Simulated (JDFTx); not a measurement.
Crystal: ScSi2.

```
CELL_PARAMETERS angstrom
3.66000 0.00000 0.00000
-1.83000 3.16965 0.00000
0.00000 0.00000 3.87000
ATOMIC_POSITIONS crystal
Sc 0.00000 0.00000 0.00000
Si 0.66667 0.33333 0.50000
Si 0.33333 0.66667 0.50000
```

```yaml
Program: JDFTx 1.7.0 (patched build)
Task: single point
Functional: PBE
Potentials_or_basis: PseudoDojo-SR-PBE-0.5-standard
Cutoff: 1061 eV
Density_cutoff: 4245 eV
k_mesh: 8 × 8 × 7
Occupations: fermi-dirac, width 0.05 eV
Spin: no spin polarisation
```

On this cell: pressure 24.9 GPa; largest force under 0.003 eV/Å; band gap on the k mesh none (metal or under the smearing width).

The same run follows on a disturbed copy (atoms moved at random, drawn with an rms of 0.05 Å):

```xyz
3
Lattice="3.6600 0.0000 0.0000 -1.8300 3.1697 0.0000 0.0000 0.0000 3.8700" Properties=species:S:1:pos:R:3 pbc="T T T"
Sc   -0.0059    0.0089   -0.0475
Si    1.8350    1.0981    1.9719
Si   -0.0511    2.1375    1.9350
```

Q: What changes?

A: The energy (extrapolated to zero smearing) moves by +23.0 meV/atom; pressure 25.4 GPa; largest force 1.671 eV/Å; band gap on the k mesh none (metal or under the smearing width).

Forces on the atoms (eV/Å):
```
Sc  -0.088  0.127  0.641
Si  -1.464 -0.606 -0.251
Si   1.552  0.480 -0.391
```

Stress tensor (GPa, compression positive):
```
39.40  5.52 -0.22
 5.52 35.73  0.12
-0.22  0.12  1.03
```

Caveats: forces may be off by hundredths of an eV/Å; the empty levels aren't tightly converged; so large a pressure means that the cell lies far from this level's equilibrium, or that cutoff or potentials fall short (some runs).
